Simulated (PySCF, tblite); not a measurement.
# C5H13NSSi: geometry, infrared bands and NMR shifts

Wanted: the infrared bands and NMR shifts of C5H13NSSi (`C=CC[C@@H](C)N[SiH2]S`), by calculation.

Computed with tblite 0.8.0 and PySCF 2.14.0, with density-fitted response routines of our own, on a single molecule in the gas phase. Atoms are numbered from 0 throughout.

## 1. The starting structure

21 atoms, charge 0, multiplicity 1; geometry from: force field or distance geometry start.

Bonds of the start (Å): C0–C1 1.33, C1–C2 1.51, C2–C3 1.53, C3–C4 1.55, C3–N5 1.46, N5–Si6 1.70, Si6–S7 2.12, C0–H8 1.08, C0–H9 1.10, C1–H10 1.09, C2–H11 1.10, C2–H12 1.09, C3–H13 1.10, C4–H14 1.09, C4–H15 1.10, C4–H16 1.09, N5–H17 1.02, Si6–H18 1.48, Si6–H19 1.48, S7–H20 1.34.

## 2. Geometry optimisation with GFN2-xTB

The job: settings as JSON, then the geometry in Å.

```
{"job": {"kind": "relax", "xc": "GFN2-xTB", "basis": "xTB"}, "charge": 0, "multiplicity": 1}
C     -3.470800     0.150000     0.149000
C     -2.328000     0.804500     0.332900
C     -1.055300     0.531900    -0.436900
C      0.125100     0.093700     0.433600
C     -0.146000    -1.279900     1.098000
N      1.325100     0.036200    -0.400900
Si     2.940300     0.133500     0.124300
S      4.100600     0.149100    -1.651700
H     -3.575300    -0.630600    -0.597200
H     -4.361400     0.394500     0.745600
H     -2.277900     1.579900     1.096600
H     -0.804900     1.465300    -0.954600
H     -1.255200    -0.209400    -1.214200
H      0.266200     0.833100     1.232900
H      0.694500    -1.591100     1.713900
H     -1.026100    -1.237100     1.754900
H     -0.320900    -2.048400     0.338000
H      1.252800    -0.740200    -1.057400
H      3.122500     1.389300     0.890800
H      3.238000    -1.074700     0.934200
H      3.547600     1.267200    -2.153500
```

On the command line:

```bash
> OMP_NUM_THREADS=1 python probes_run.py task.json out
```

The driver reads the jobs from task.json and runs them one after another.

**Question.** This job is followed by: GFN2-xTB harmonic vibrations, gas phase; GIAO PBE0/pcSseg-1 NMR shielding, non-relativistic, gas phase. Predict these results of the whole session: strongest single infrared mode (GFN2-xTB); zero-point energy (GFN2-xTB); ¹³C shifts against TMS (PBE0/pcSseg-1); ¹H shifts against TMS (PBE0/pcSseg-1, means over atoms taken as alike); ¹⁵N shifts against NH3 (PBE0/pcSseg-1); ²⁹Si shifts against TMS (PBE0/pcSseg-1); ³³S shifts against CS2 (PBE0/pcSseg-1).

The runs gave:

| quantity | value |
| --- | --- |
| strongest single infrared mode (GFN2-xTB) | 760 cm⁻¹, 332 km/mol |
| zero-point energy (GFN2-xTB) | 104.7 kcal/mol |
| ¹³C shifts against TMS (PBE0/pcSseg-1) | 146.6, 123.3, 52.9, 50.6, 26.3 ppm |
| ¹H shifts against TMS (PBE0/pcSseg-1, means over atoms taken as alike) | 6.06, 5.43, 5.32, 5.28, 5.26, 2.76, 2.63, 1.72, 1.13, 0.33, 0.10 ppm |
| ¹⁵N shifts against NH3 (PBE0/pcSseg-1) | 64.9 ppm |
| ²⁹Si shifts against TMS (PBE0/pcSseg-1) | -32.5 ppm |
| ³³S shifts against CS2 (PBE0/pcSseg-1) | -238 ppm |

**Reading.** Over 85 steps the energy fell by 0.229 eV; of the close pairs, Si6–S7 changed most, 2.121 to 2.149 Å. No mode is imaginary among the 57: a minimum at this level. The strongest single mode, at 760 cm⁻¹, has its largest shares on H19, H18 and H20 (the list is cut at 3 atoms). GFN2-xTB is a fitted tight-binding method: band positions and strengths are rough. Its intensities can rank the bands wrongly. C1 (alkene CH) lies farthest downfield among carbon, at 146.6 ppm; as expected for a trigonal carbon in a double bond. H10 (hydrogen on an alkene CH) lies farthest downfield among hydrogen, at 6.06 ppm; attached to an sp2 carbon and in the plane of the double bond.
